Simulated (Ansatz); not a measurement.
**CH4AlBS: basis-set convergence**

One table from this session's results is given with a row withheld; the runs are named, their logs left out.

The runs use Ansatz 0.2.0, Gaussian basis; one geometry, several basis sets.

Levels to be run: PBE0-D4/def2-SVP; ωB97M-V/def2-SVP; PBE0-D4/def2-QZVPP; ωB97M-V/def2-QZVPP; the functionals' def2-TZVPP values are taken from earlier runs.

### Structure used throughout

The geometry comes from an earlier relaxation with PBE0-D4 in a triple-zeta def2 set; it is a stationary point, not always the lowest conformer.

SMILES `[CH3][Al]1[BH][S]1`, 8 atoms, charge 0, spin multiplicity 1.

Atoms are counted from 1 here; the program's logs count them from 0.

Bond lengths: C1–Al2 1.941 Å, C1–H5 1.093 Å, C1–H6 1.091 Å, C1–H7 1.094 Å, Al2–B3 2.001 Å, Al2–S4 2.220 Å, B3–S4 1.798 Å, B3–H8 1.189 Å. Angles: Al2–C1–H5 110.2°, Al2–C1–H6 112.2°, Al2–C1–H7 110.0°, H5–C1–H6 108.5°, H5–C1–H7 107.5°, H6–C1–H7 108.4°, C1–Al2–B3 177.8°, C1–Al2–S4 132.1°, B3–Al2–S4 50.1°, Al2–B3–S4 71.3°, Al2–B3–H8 161.6°, S4–B3–H8 127.2°, Al2–S4–B3 58.6°.

Set-up of the first run:

Contents of in.yaml:

```yaml
crystal:
  periodic: [false, false, false]
  atoms:
    - {symbol: C, position_ang: [-0.521389, 1.486682, -0.483727]}
    - {symbol: Al, position_ang: [0.115758, -0.203764, 0.226796]}
    - {symbol: B, position_ang: [0.780119, -1.913190, 1.028048]}
    - {symbol: S, position_ang: [0.486338, -2.173727, -0.726276]}
    - {symbol: H, position_ang: [-1.499016, 1.352884, -0.954590]}
    - {symbol: H, position_ang: [-0.612016, 2.251086, 0.290043]}
    - {symbol: H, position_ang: [0.165435, 1.853177, -1.251660]}
    - {symbol: H, position_ang: [1.176870, -2.710249, 1.815665]}
basis:
  gaussian: {orbitals: def2-SVP}
hamiltonian: {xc: pbe0, dispersion: d4}
output: {orbitals: {seedname: orbitals}}
```

Command:

```
> ansatz run in.yaml --threads 2 --pin off --events-out ev --progress --plain --max-ram 4352MiB
```

Among the steps run: PBE0-D4 in def2-SVP; ωB97M-V in def2-SVP; PBE0-D4 in def2-QZVPP; ωB97M-V in def2-QZVPP.

One table of the session follows, with a row left open; its other results are not shown here.

It belongs to the step «Functionals by basis». 

```
functional       basis  HOMO (eV)  LUMO (eV)
   PBE0-D4    def2-SVP          ?          ?
   PBE0-D4  def2-TZVPP      -6.14      -1.81
   PBE0-D4  def2-QZVPP      -6.16      -1.84
   ωB97M-V    def2-SVP      -8.10       0.27
   ωB97M-V  def2-TZVPP      -8.14       0.09
   ωB97M-V  def2-QZVPP      -8.16      -0.01
```

Q: Estimate the row for PBE0-D4, def2-SVP from the others.

As computed: HOMO (eV): -6.13; LUMO (eV): -1.70. In the column «HOMO (eV)» it is the highest.
